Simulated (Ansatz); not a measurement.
**ZnTe2O3: a trial structure relaxed**

Aim: relax a trial structure of ZnTe2O3 and see where it ends.

Method: DFT PBE, scalar-relativistic, plane waves, PAW, in Ansatz 0.2.0.

2 further runs of the same task are left out: 1 that didn't finish, 1 set aside as unsound or not needed.

## Step 1: The system as given

Symmetry: R-3m, No. 166, trigonal system. The conventional cell has a = 5.391 Å, b = 5.391 Å, c = 13.035 Å, α = 90.00°, β = 90.00°, γ = 120.00°. Around Zn (site symmetry -3m) lie 6 O at 2.67 Å and 6 Te at 3.16 Å. Around Te (site symmetry 3m) lie 9 O at 3.12 to 3.15 Å and 3 Zn at 3.16 Å and 4 Te at 3.28 to 3.29 Å. O (site symmetry 2/m) has 2 Zn at 2.67 Å and 4 O at 2.70 Å as nearest neighbours.

Structure file:

```
CELL_PARAMETERS angstrom
2.69573 1.55638 4.34488
-2.69573 1.55638 4.34488
0.00000 -3.11276 4.34488
ATOMIC_POSITIONS crystal
Zn 0.00000 0.00000 0.00000
Te 0.62571 0.62571 0.62571
Te 0.37429 0.37429 0.37429
O 0.00000 0.50000 0.00000
O 0.50000 0.00000 0.00000
O 0.00000 0.00000 0.50000
```

The cell is invented: species swapped into a database cell of Ce2Al3Fe (R-3m, No. 166), with Te on the Ce sites, O on the Al sites and Zn on the Fe sites. The dimensions are guesses.

## Step 2: A first look at the guess

The input, input.yaml:

```yaml
crystal:
  lattice:
    - [2.69572649, 1.55637842, 4.34488366]
    - [-2.69572649, 1.55637842, 4.34488366]
    - [0.0, -3.11275683, 4.34488366]
  atoms:
    - { symbol: Zn, position: [0.0, 0.0, 0.0] }
    - { symbol: Te, position: [0.62571001, 0.62571001, 0.62571001] }
    - { symbol: Te, position: [0.37428999, 0.37428999, 0.37428999] }
    - { symbol: O, position: [0.0, 0.5, 0.0] }
    - { symbol: O, position: [0.5, 0.0, 0.0] }
    - { symbol: O, position: [0.0, 0.0, 0.5] }
basis:
  ecutwfc: 420
kpoints:
  mp_grid: { grid: [6, 6, 6] }
hamiltonian:
  xc: pbe
scf:
  occupations: { method: gaussian, width: 0.1 }
  lower_state_search: "off"
output:
  forces: true
  stress: true
  eigenvalues: true
```

Launch:

```console
ansatz run input.yaml --threads 1 --pin off --max-ram 2560MiB --backend cpu --events-out ev --progress --plain --runs-dir out
```

The session goes on with these runs: rough relaxation on the coarse mesh; full relaxation.

**Question.** What will these runs give? Wanted: conventional cell; volume; energy over the elements; gap on the mesh.

**Answer**, as computed:

| quantity | value |
| --- | --- |
| symmetry at the end (tolerance 0.05 Å) | space group R-3m (No. 166) |
| conventional cell | a = 5.822 Å, b = 5.822 Å, c = 9.147 Å, α = 90.00°, β = 90.00°, γ = 120.00° |
| volume | 14.92 Å³/atom |
| energy over the elements (uncorrected; H, N, O, F and Cl as molecules) | -0.28 eV/atom |
| gap on the mesh | none (metal) |

In words: The space group R-3m (No. 166) is kept, and the volume per atom shrinks by 18.2 % from the first guess. A negative formation energy is needed for stability but isn't enough; other structures and compounds were not set against it here. No finished test with a distortion of lower symmetry is shown, so the end may be a saddle point. The runs treat Te without spin-orbit coupling.
